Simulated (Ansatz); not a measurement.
B2H4Si, SMILES B1B[SiH2]1: the interaction energy of a dimer with the counterpoise correction, run with the Ansatz DFT code, driven from Python.

Script `dimer_b2h4si.py`:
```python
import ansatz as az

FIRST = [
    ("B", (-1.0511, -0.3599, -0.2087)),
    ("B", (0.5269, -0.3662, -0.9417)),
    ("Si", (0.2866, 0.434, 0.72)),
    ("H", (-2.1759, -0.5607, -0.2976)),
    ("H", (1.2388, -0.6819, -1.8525)),
    ("H", (0.3555, 1.9182, 0.7163)),
    ("H", (0.8195, -0.3837, 1.864)),
]
SECOND = [
    ("B", (5.4444, 2.5913, 0.6649)),
    ("B", (5.0111, 4.0542, -0.1715)),
    ("Si", (4.0094, 2.5099, -0.438)),
    ("H", (6.1903, 2.019, 1.3202)),
    ("H", (5.2133, 5.2151, -0.3895)),
    ("H", (4.1848, 1.8713, -1.768)),
    ("H", (2.6815, 2.5252, 0.2676)),
]

def energy(atoms, ghosts=()):
    molecule = az.Crystal.molecule()
    for symbol, xyz in atoms:
        molecule = molecule.atom(symbol, xyz)
    calc = (
        molecule.calculation()
        .basis(gaussian="def2-SVPD")
        .functional("PBE")
    )
    deck = calc.input()
    if ghosts:
        deck = deck.set(az.key.basis.gaussian.ghost_atoms, [{"symbol": s, "position_ang": list(xyz)} for s, xyz in ghosts])
    return az.Session.from_dict(deck).plan().execute().report["free_energy_ev"]

both = energy(FIRST + SECOND)
alone = energy(FIRST) + energy(SECOND)
ghosted = energy(FIRST, SECOND) + energy(SECOND, FIRST)
print(f"dimer {both:.6f} eV")
print(f"interaction, uncorrected   {(both - alone):8.3f} eV")
print(f"interaction, counterpoise  {(both - ghosted):8.3f} eV")
print(f"basis-set superposition    {(alone - ghosted):8.3f} eV")
```

How large is the interaction at this pose, and how much of it is basis-set superposition?

Uncorrected it is -0.055 eV, with the counterpoise correction -0.030 eV; the difference, 0.03 eV, is the superposition error.

The output:

`python dimer_b2h4si.py` gives:
```text
dimer -18560.385184 eV
interaction, uncorrected     -0.055 eV
interaction, counterpoise    -0.030 eV
basis-set superposition       0.024 eV
```

Total energies depend on the basis set; only differences at equal settings carry meaning. The dimer is a generated trial pose of unrelaxed monomers, not a minimum, so the figure is no binding energy, and the basis set is small. This level lacks the dispersion part of the attraction (electrostatics and induction are there), which can decide the sign where the interaction is weak. Hardware and time: 56 s on 1 thread of Arm Neoverse V1, on a shared host, peak memory 0.37 GiB.
